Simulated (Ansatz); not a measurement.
# C₃H₃BClFO₂: basis-set convergence

How large a basis does C₃H₃BClFO₂ need? Two functionals are run in growing sets.

Program: Ansatz 0.2.0, Gaussian basis. Level of theory: one geometry, several basis sets. These are calculated values, not measurements.

Plan: PBE0-D4/def2-SVP; ωB97M-V/def2-SVP; PBE0-D4/def2-QZVPP; ωB97M-V/def2-QZVPP; the functionals' def2-TZVPP values are taken from earlier runs.

### 1 Structure used throughout

The geometry comes from an earlier relaxation with PBE0-D4 in a triple-zeta def2 set; it is a stationary point, not always the lowest conformer.

SMILES `F[B-]1(Cl)OC=CC=[O+]1`, 11 atoms, charge 0, spin multiplicity 1.

Atoms are counted from 1 here; the program's logs count them from 0.

Bond lengths: F1–B2 1.344 Å, B2–Cl3 1.832 Å, B2–O4 1.510 Å, B2–O8 1.510 Å, O4–C5 1.272 Å, C5–C6 1.383 Å, C5–H9 1.090 Å, C6–C7 1.383 Å, C6–H10 1.079 Å, C7–O8 1.272 Å, C7–H11 1.090 Å. Angles: F1–B2–Cl3 114.8°, F1–B2–O4 108.9°, F1–B2–O8 108.9°, Cl3–B2–O4 107.9°, Cl3–B2–O8 107.9°, O4–B2–O8 108.3°, B2–O4–C5 121.1°, O4–C5–C6 123.6°, O4–C5–H9 115.0°, C6–C5–H9 121.3°, C5–C6–C7 116.6°, C5–C6–H10 121.4°, C7–C6–H10 121.4°, C6–C7–O8 123.6°, C6–C7–H11 121.3°, O8–C7–H11 115.0°, B2–O8–C7 121.1°.

### 2 PBE0-D4 in def2-SVP

The input, in.yaml:

```yaml
crystal:
  periodic: [false, false, false]
  atoms:
    - {symbol: F, position_ang: [-1.209520, -2.298003, -0.554607]}
    - {symbol: B, position_ang: [-0.588146, -1.127135, -0.778494]}
    - {symbol: Cl, position_ang: [-0.361490, -0.704368, -2.546062]}
    - {symbol: O, position_ang: [-1.387362, -0.018971, -0.134860]}
    - {symbol: C, position_ang: [-0.810717, 0.967401, 0.424253]}
    - {symbol: C, position_ang: [0.549810, 1.021851, 0.667221]}
    - {symbol: C, position_ang: [1.268273, -0.135369, 0.427049]}
    - {symbol: O, position_ang: [0.776200, -1.166609, -0.131935]}
    - {symbol: H, position_ang: [-1.476357, 1.767683, 0.746196]}
    - {symbol: H, position_ang: [1.001118, 1.873904, 1.150572]}
    - {symbol: H, position_ang: [2.303490, -0.237285, 0.751268]}
basis:
  gaussian: {orbitals: def2-SVP}
hamiltonian: {xc: pbe0, dispersion: d4}
output: {orbitals: {seedname: orbitals}}
```

Run with:

```bash
$ ansatz run in.yaml --threads 4 --pin off --events-out ev --progress --plain --max-ram 11315MiB
```

Further steps of the session: ωB97M-V in def2-SVP; PBE0-D4 in def2-QZVPP; ωB97M-V in def2-QZVPP.

Before running them: what should the planned runs give, taken together? Wanted: PBE0-D4: double and triple zeta above quadruple; ωB97M-V: double and triple zeta above quadruple.

**Answer**, as computed:

```
                                       quantity           value
PBE0-D4: double and triple zeta above quadruple  17.31, 0.91 eV
ωB97M-V: double and triple zeta above quadruple  17.50, 0.86 eV
```

What this shows: For PBE0-D4 the step from double to triple zeta gains 16.40 eV and the next only 0.91 eV. These are total energies; as a rule much of such shifts cancels in differences, which this series doesn't test.
